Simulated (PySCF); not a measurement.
# The bond of MoBr−, level by level

One table from this session's results is given with a row withheld; the runs are named, their logs left out.

The runs use PySCF 2.14.0; Mo def2-TZVPPD with ECP28, Br def2-TZVPPD, scalar-relativistic core potentials.

The first run:

The job is set up so:

| Item | Value |
| --- | --- |
| atoms | Mo, Br |
| charge | -1 |
| basis | Mo def2-TZVPPD with ECP28, Br def2-TZVPPD |
| Hamiltonian | scalar-relativistic core potentials |
| basis functions | 113 |
| electrons treated | 50 |
| masses in u | 97.9054, 78.9183 |
| levels | PBE0, PBE, r²SCAN, BLYP, BP86, M06, BHandHLYP, PBEsol, CAM-B3LYP, HF, MP2, SCS-MP2 |
| grid | 80 radial by 434 angular points |
| occupations | held fixed by the projection of orbital angular momentum |
| dissociation limit | Mo + Br−, each in its ground configuration |
| starting distance in angstrom | 2.510 |
| values of 2S to try | 2, 4, 6, 8 |

Command:

```bash
OMP_NUM_THREADS=2 python dia.py task.json out
```

Steps of the session up to this table: The job; PBE0 along the bond; Excited determinants; PBE (GGA); r²SCAN (meta-GGA); BLYP (GGA); BP86; M06 (hybrid meta-GGA); BHandHLYP; PBEsol (GGA); CAM-B3LYP (range-separated hybrid); UHF (mean field).

One of the session's tables, all rows but one given; the rest of the session is left out.

Energy (eV) from each level's lowest point:

| R (Å) | UHF | UHF-MP2 | UHF-SCS-MP2 | PBE | PBEsol |
| --- | --- | --- | --- | --- | --- |
| 2.316 | 0.890 | 0.432 | 0.504 | 0.452 | 0.358 |
| 2.424 | 0.465 | 0.161 | 0.207 | 0.180 | 0.123 |
| 2.531 | 0.211 | 0.033 | 0.058 | 0.046 | 0.020 |
| 2.612 | 0.099 | 0.000 | 0.010 | 0.006 | 0.000 |
| 2.693 | 0.034 | 0.003 | 0.000 | 0.000 | 0.013 |
| 2.774 | 0.003 | 0.030 | 0.016 | 0.018 | 0.048 |
| 2.881 | 0.000 | 0.091 | 0.065 | 0.067 | 0.116 |
| 3.016 | ? | ? | ? | ? | ? |
| 3.178 | 0.101 | 0.315 | 0.265 | 0.262 | 0.351 |
| 3.393 | 0.206 | 0.476 | 0.417 | 0.410 | 0.520 |

**Question.** Estimate the row for R (Å) = 3.016.

Worked estimate for «UHF». A straight line through the neighbours (2.881, 0.000) and (3.178, 0.101) gives 0.000 + (0.101 − 0.000) × (3.016 − 2.881) / (3.178 − 2.881) = 0.046; a parabola fitted to 4 rows on both sides gives 0.038.

The run gave: UHF: 0.033; UHF-MP2: 0.188; UHF-SCS-MP2: 0.150; PBE: 0.150; PBEsol: 0.220. In «UHF» the line misses by +0.013 and the parabola by +0.005.

Limits of these values: Lowest PBE0 solution found, without spin–orbit coupling: ⁷Σ⁺ (septet), unpaired electrons σ ↑↑, π ↑↑, δ ↑↑. Spin–orbit coupling is left out. Warnings in the runs' records: inverted.
